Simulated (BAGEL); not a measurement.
**CH4OSSi (SMILES CS[Si]O): B3LYP/6-31G(d) (density fitting with qzvpp-jkfit, spherical functions)**

Aim: the energy change on altering one bond length of CH4OSSi at B3LYP/6-31G* (density fitting with qzvpp-jkfit, spherical functions), from 2 runs. 

The calculation is run with BAGEL 1.2.2.

### Step 1. The molecule

CH4OSSi has 8 atoms, charge 0, and is taken as a singlet. SMILES: `CS[Si]O`. The shape is that of a PBE0-D4/def2-TZVP optimisation. This is a higher conformer, about 8 kJ/mol above the lowest found by a separate search.

Bond lengths: C1–S2 1.813 Å, S2–Si3 2.160 Å, Si3–O4 1.651 Å, C1–H5 1.091 Å, C1–H6 1.089 Å, C1–H7 1.091 Å, O4–H8 0.961 Å. Angles: C1–S2–Si3 107.1°, S2–Si3–O4 103.8°, S2–C1–H5 111.2°, S2–C1–H6 107.4°, S2–C1–H7 111.2°, Si3–O4–H8 121.8°, H5–C1–H6 108.2°, H5–C1–H7 110.5°, H6–C1–H7 108.2°.

### Step 2. The energy at B3LYP/6-31G(d) (density fitting with qzvpp-jkfit, spherical functions)

Contents of input.json:

```json
{ "bagel" : [

{
  "title" : "molecule",
  "basis" : "6-31gs.json",
  "df_basis" : "qzvpp-jkfit",
  "angstrom" : "true",
  "geometry" : [
    { "atom" : "C", "xyz" : [       0.724400,       0.538800,      -0.590400 ] },
    { "atom" : "S", "xyz" : [      -0.196900,      -0.844100,      -1.315700 ] },
    { "atom" : "Si", "xyz" : [      -1.496600,      -1.621200,       0.224800 ] },
    { "atom" : "O", "xyz" : [      -1.178800,      -0.661400,       1.529900 ] },
    { "atom" : "H", "xyz" : [       1.342300,       0.206500,       0.245200 ] },
    { "atom" : "H", "xyz" : [       1.381900,       0.933200,      -1.364100 ] },
    { "atom" : "H", "xyz" : [       0.052500,       1.338200,      -0.274000 ] },
    { "atom" : "H", "xyz" : [      -0.536700,       0.052800,       1.488400 ] }
  ]
},

{
  "title" : "ks",
  "xc_func" : "b3lyp"
},

{
  "title" : "print",
  "file" : "orbitals.molden",
  "orbitals" : "true"
}

]}
```

The basis set 6-31G* is read from a file made from the Basis Set Exchange's data (not shown).

Command:

```console
$ BAGEL_NUM_THREADS=1 BAGEL input.json > input.out
```

Log:

```text
* using 1 threads per process

  ===============================================================
  ===============================================================

  *** Geometry ***

  { "atom" : "C", "xyz" : [      1.368918,      1.018184,     -1.115694 ] },
  { "atom" : "S", "xyz" : [     -0.372087,     -1.595118,     -2.486313 ] },
  { "atom" : "Si", "xyz" : [     -2.828164,     -3.063624,      0.424810 ] },
  { "atom" : "O", "xyz" : [     -2.227609,     -1.249865,      2.891092 ] },
  { "atom" : "H", "xyz" : [      2.536579,      0.390228,      0.463361 ] },
  { "atom" : "H", "xyz" : [      2.611413,      1.763492,     -2.577775 ] },
  { "atom" : "H", "xyz" : [      0.099211,      2.528832,     -0.517785 ] },
  { "atom" : "H", "xyz" : [     -1.014216,      0.099778,      2.812668 ] },

  Number of auxiliary basis functions:      480

  Since a DF basis is specified, we compute 2- and 3-index integrals:
    o Being stored without compression. Storage requirement is 0.020 GB

  Number of basis functions:       72
  Number of electrons      :       48

    * METHOD: MOLECULE                             0.24

  *** Kohn-Sham DFT ***

    * Removing 14127 points whose weight is below 1.00e-10
    * Grid points: 105121

  === Nuclear Repulsion ===
   205.9108833823

       - DIIS with orbital gradients will be used.

  === KS iteration (b3lyp / 6-31gs.json) ===
      0       -770.34304004          0.12556051           0.37
      1       -736.95286142          0.17431199           0.34
      2       -756.71759479          0.14913827           0.35
      3       -754.54031333          0.19849405           0.35
      4       -801.09400253          0.05563875           0.35
      5       -797.21653005          0.10737733           0.35
      6       -803.23505332          0.01979351           0.35
      7       -803.32187719          0.01780645           0.34
      8       -803.40305586          0.00916532           0.34
      9       -803.42929145          0.00604832           0.34
     10       -803.44615877          0.00117335           0.34
     11       -803.44688692          0.00026333           0.34
     12       -803.44691528          0.00005076           0.35
     13       -803.44691709          0.00000810           0.34
     14       -803.44691712          0.00000234           0.34
     15       -803.44691712          0.00000051           0.34
     16       -803.44691712          0.00000038           0.34
     17       -803.44691712          0.00000013           0.34
     18       -803.44691712          0.00000003           0.35
     19       -803.44691712          0.00000002           0.34
     20       -803.44691712          0.00000000           0.34
    * SCF iteration converged.

    * Permanent dipole moment:
           (   -0.682171,    -0.923086,    -0.315246) a.u.

    * METHOD: KS                                   7.78

    * METHOD: PRINT                                0.01

  ===============================================================
```

Run time: 8.4 s. Hardware: 1 thread of Arm Neoverse V1, shared host; peak memory 0.39 GiB.

### Step 3. The distorted shape

Contents of input.json:

```json
{ "bagel": [

{
  "title": "molecule",
  "basis": "6-31gs.json",
  "df_basis": "qzvpp-jkfit",
  "angstrom": true,
  "geometry": [
    { "atom": "C", "xyz": [    0.210746,   -0.032531,   -0.557202 ] },
    { "atom": "S", "xyz": [   -0.710554,   -1.415431,   -1.282502 ] },
    { "atom": "Si", "xyz": [   -2.010254,   -2.192531,    0.257998 ] },
    { "atom": "O", "xyz": [   -1.692454,   -1.232731,    1.563098 ] },
    { "atom": "H", "xyz": [    0.828646,   -0.364831,    0.278398 ] },
    { "atom": "H", "xyz": [    0.868246,    0.361869,   -1.330902 ] },
    { "atom": "H", "xyz": [   -0.461154,    0.766869,   -0.240802 ] },
    { "atom": "H", "xyz": [   -0.536700,    0.052800,    1.488400 ] }
  ]
},
{ "title": "ks", "xc_func": "b3lyp" },
{ "title": "print", "file": "orbitals.molden", "orbitals": true }

]}
```

The basis set 6-31G* is read from a file made from the Basis Set Exchange's data (not shown).

Command:

```console
$ BAGEL_NUM_THREADS=1 BAGEL input.json > input.out
```

Log:

```text
* using 1 threads per process

  ===============================================================
  ===============================================================

  *** Geometry ***

  { "atom" : "C", "xyz" : [      0.398252,     -0.061475,     -1.052959 ] },
  { "atom" : "S", "xyz" : [     -1.342752,     -2.674777,     -2.423578 ] },
  { "atom" : "Si", "xyz" : [     -3.798830,     -4.143283,      0.487546 ] },
  { "atom" : "O", "xyz" : [     -3.198275,     -2.329524,      2.953827 ] },
  { "atom" : "H", "xyz" : [      1.565914,     -0.689431,      0.526096 ] },
  { "atom" : "H", "xyz" : [      1.640747,      0.683833,     -2.515040 ] },
  { "atom" : "H", "xyz" : [     -0.871455,      1.449172,     -0.455050 ] },
  { "atom" : "H", "xyz" : [     -1.014216,      0.099778,      2.812668 ] },

  Number of auxiliary basis functions:      480

  Since a DF basis is specified, we compute 2- and 3-index integrals:
    o Being stored without compression. Storage requirement is 0.020 GB

  Number of basis functions:       72
  Number of electrons      :       48

    * METHOD: MOLECULE                             0.24

  *** Kohn-Sham DFT ***

    * Removing 13735 points whose weight is below 1.00e-10
    * Grid points: 105513

  === Nuclear Repulsion ===
   203.3797201349

       - DIIS with orbital gradients will be used.

  === KS iteration (b3lyp / 6-31gs.json) ===
      0       -769.62582224          0.12151634           0.36
      1       -739.69437649          0.14783471           0.33
      2       -759.15614232          0.14254907           0.34
      3       -761.92596789          0.19719770           0.33
      4       -799.07096820          0.07704345           0.33
      5       -802.09995073          0.05357781           0.33
      6       -803.09947853          0.02124900           0.33
      7       -803.01378007          0.02663286           0.33
      8       -803.27039171          0.00873846           0.33
      9       -803.32414923          0.00113016           0.33
     10       -803.32460193          0.00055068           0.33
     11       -803.32447377          0.00062668           0.33
     12       -803.32472989          0.00004451           0.34
     13       -803.32473111          0.00002034           0.34
     14       -803.32473124          0.00001000           0.34
     15       -803.32473129          0.00000178           0.34
     16       -803.32473129          0.00000067           0.34
     17       -803.32473129          0.00000037           0.34
     18       -803.32473129          0.00000032           0.34
     19       -803.32473129          0.00000003           0.34
     20       -803.32473129          0.00000001           0.34
    * SCF iteration converged.

    * Permanent dipole moment:
           (   -0.682197,    -0.709368,     0.151478) a.u.

    * METHOD: KS                                   7.57

    * METHOD: PRINT                                0.01

  ===============================================================
```

Run time: 8.1 s. Hardware: 1 thread of Arm Neoverse V1, shared host; peak memory 0.39 GiB.

### Step 4. Summary of results

Level: B3LYP/6-31G* (density fitting with qzvpp-jkfit, spherical functions).

| quantity | value |
| --- | --- |
| first shape: total energy | -803.44692 Eh |
| first shape: dipole moment | 3.03 D |
| first shape: HOMO energy | -6.58 eV |
| first shape: LUMO energy | -1.58 eV |
| first shape: HOMO–LUMO gap | 5.01 eV |
| distorted shape: total energy | -803.32473 Eh |
| distorted shape: dipole moment | 2.53 D |
| distorted shape: HOMO energy | -6.83 eV |
| distorted shape: LUMO energy | -3.43 eV |
| distorted shape: HOMO–LUMO gap | 3.40 eV |
| energy change with the O4–H8 bond stretched from 0.961 to 1.730 Å | 3.325 eV |

What this shows: One bond (distorted shape) is far stretched, which a spin-restricted single reference describes badly; a broken-symmetry solution may lie lower. With the O4–H8 bond stretched from 0.961 to 1.730 Å the energy rises by 3.32 eV (77 kcal/mol). The first shape isn't relaxed at this level, so the change isn't measured from a minimum. A restricted reference can't describe the breaking bond well at this length.
